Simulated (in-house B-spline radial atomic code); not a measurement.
**Bi⁵³⁺: levels and lines by CI+MBPT**

Which levels has Bi⁵³⁺, how pure are their terms, and how much do the corrections beyond plain CI move them?

Program: an in-house B-spline radial atomic code, version 1. Level of theory: configuration interaction of two valence electrons in the frozen-core Dirac-Hartree-Fock potential, then with screened core-valence correlation, Breit and QED (CI+MBPT), no-pair Dirac, B-spline basis. These are calculated values, not measurements, unless marked.

## Step 1: What is computed

```
element : bismuth (Z = 83)
charge  : +53
core    : [Ar] 3d10
nucleus : mass number 209, rms radius 5.521 fm
```

## Step 2: The run, and its levels

Input settings, with the grid that the program derived:

```ini
basis_form = 3
Z = 83
core_configuration = [Ar] 3d10
rms_radius = 5.5211
mass_number = 209
speed_of_light = 137.035999084
box_radius = 1.636
lmax = 6
intervals = 54
virtual_cutoff = 13778.0
```

The run is started by

```
python run_mb.py task.json out
```

task.json holds these settings.

Further steps of the session: Matrix elements and lines.

Before running it: what results should come out? Wanted: ground level; ionisation energy; first excited level; strongest line from the ground level; largest CI block.

As calculated:

| quantity | value |
| --- | --- |
| ground level | 4s2 1S0 |
| ionisation energy | 3332.5 eV (plain CI 3335.8 eV) |
| first excited level | 4s4p 3P°0 at 107.49 eV |
| strongest line from the ground level | 4s4p 1P°1, 3.981 nm, gf = 1.15 |
| largest CI block | 2746 |
| tabulated theoretical ionisation energy | 3329.0 ± 5 eV (NIST Atomic Spectra Database, ionization energies) |

In words: 4s2 1S0 lies lowest. Plain CI gives 3335.8 eV for ionisation, the corrected calculation 3332.5 eV. The lowest 12 levels have a mean term purity of 0.86, so spin-orbit coupling mixes the terms. The spin-changing line from 4s4p 3P°1 has a rate of 2.67e+10 1/s, against 1.61e+12 1/s for the strongest allowed line to the ground level; rates also scale with the cube of the energy, so the ratio isn't the spin rule alone. The tabulated theoretical ionisation energy is 3329.0 ± 5 eV, so the final value is off by +0.11 %, within the tabulated uncertainty.
